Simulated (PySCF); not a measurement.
# LiSe−: bond curves at several levels of theory

One table from this session's results is given with a row withheld; the runs are named, their logs left out.

Computed with PySCF 2.14.0. Level: Li aug-cc-pVDZ-DK, Se aug-cc-pVDZ-DK, spin-free X2C with a Gaussian nucleus.

The first run:

Settings of the job:

| Quantity | Value |
| --- | --- |
| atoms | Li, Se |
| charge | -1 |
| basis | Li aug-cc-pVDZ-DK, Se aug-cc-pVDZ-DK |
| Hamiltonian | spin-free X2C with a Gaussian nucleus |
| basis functions | 59 |
| electrons treated | 38 |
| masses in u | 7.0160, 79.9165 |
| levels | PBE0, PBE, r²SCAN, revPBE, PW91, MN15, HSE06, HF, MP2, SCS-MP2, CCSD, CCSD(T) |
| grid | 80 radial by 434 angular points |
| occupations | held fixed by the projection of orbital angular momentum |
| dissociation limit | Li + Se−, each in its ground configuration |
| starting distance in angstrom | 2.500 |
| values of 2S to try | 0, 2 |

The run is started by

```bash
$ OMP_NUM_THREADS=1 python dia.py task.json out
```

Steps of the session up to this table: Set-up; The PBE0 curve of the state that the search chose; Other states along the same grid; PBE (GGA); r²SCAN; revPBE (GGA); PW91 (GGA); MN15 (hybrid meta-GGA); HSE06 (range-separated hybrid); RHF; Correlated methods on the Hartree–Fock reference.

One of the session's tables, all rows but one given; the rest of the session is left out.

It belongs to the step «The curves together». Energy (eV) from each level's lowest point:

```
R (Å)    RHF  RHF-MP2  RHF-SCS-MP2  RHF-CCSD  RHF-CCSD(T)
1.887  0.552    0.554        0.537       n/a          n/a
1.975  0.251    0.252        0.240     0.225        0.245
2.062  0.080    0.082        0.074     0.066        0.079
2.128      ?        ?            ?         ?            ?
2.194  0.000    0.000        0.000     0.000        0.000
2.260  0.017    0.013        0.016     0.020        0.013
2.348  0.082    0.067        0.074     0.083        0.066
2.457  0.212    0.175        0.185     0.201        0.170
2.589  0.413    0.342        0.353     0.379        0.329
2.764  0.718    0.598        0.606       n/a          n/a
```

Q: Estimate the row for R (Å) = 2.128 from the others.

Worked estimate for «RHF». A straight line through the neighbours (2.062, 0.080) and (2.194, 0.000) gives 0.080 + (0.000 − 0.080) × (2.128 − 2.062) / (2.194 − 2.062) = 0.040; a parabola fitted to 4 rows on both sides gives 0.016.

**Answer.** RHF: 0.018; RHF-MP2: 0.020; RHF-SCS-MP2: 0.016; RHF-CCSD: 0.012; RHF-CCSD(T): 0.018. In «RHF» the line misses by +0.022 and the parabola by -0.002.
